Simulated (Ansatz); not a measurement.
# H3OSeSi: the cost of one run

Program: Ansatz 0.2.0. Level of theory: RKS B3LYP-D4/def2-SVP. These are calculated values, not measurements.

**1. Starting point**

Bond lengths: O1–Se2 1.796 Å, Se2–Si3 2.207 Å, O1–H4 0.965 Å, Si3–H5 1.455 Å, Si3–H6 1.456 Å. Angles: O1–Se2–Si3 91.9°, Se2–O1–H4 111.9°, Se2–Si3–H5 120.3°, Se2–Si3–H6 119.4°, H5–Si3–H6 120.3°.

Coordinates:

```xyz
6

O    -1.0141   -1.3266   -0.2066
Se   -0.5534   -0.2938    1.1880
Si    0.7922    0.9262   -0.0658
H    -1.7019   -1.9614    0.0283
H     0.9214    0.6509   -1.4890
H     1.5557    2.0048    0.5451
```

**2. Relaxing end A**

File input.yaml:

```yaml
crystal:
  periodic: [false, false, false]
  atoms:
    - { symbol: O, position_ang: [-1.01406, -1.32663, -0.20659] }
    - { symbol: Se, position_ang: [-0.55341, -0.29378, 1.18804] }
    - { symbol: Si, position_ang: [0.79219, 0.92615, -0.06583] }
    - { symbol: H, position_ang: [-1.70189, -1.96139, 0.02828] }
    - { symbol: H, position_ang: [0.92143, 0.6509, -1.48897] }
    - { symbol: H, position_ang: [1.55573, 2.00475, 0.54506] }
total_charge: 1
basis:
  gaussian: { orbitals: def2-SVP }
hamiltonian:
  xc: b3lyp
  dispersion: d4
relax:
  f_tol: 0.015
  max_steps: 40
output:
  orbitals: {}
```

Started as:

```
$ ansatz run input.yaml --threads 1 --pin off --max-ram 2048MiB --backend cpu --events-out ev --progress --plain --runs-dir out
```

Q: Estimate wall time and peak memory on 1 thread of Arm Neoverse V1, shared host.

About 30 s, with a peak of 0.15 GiB.
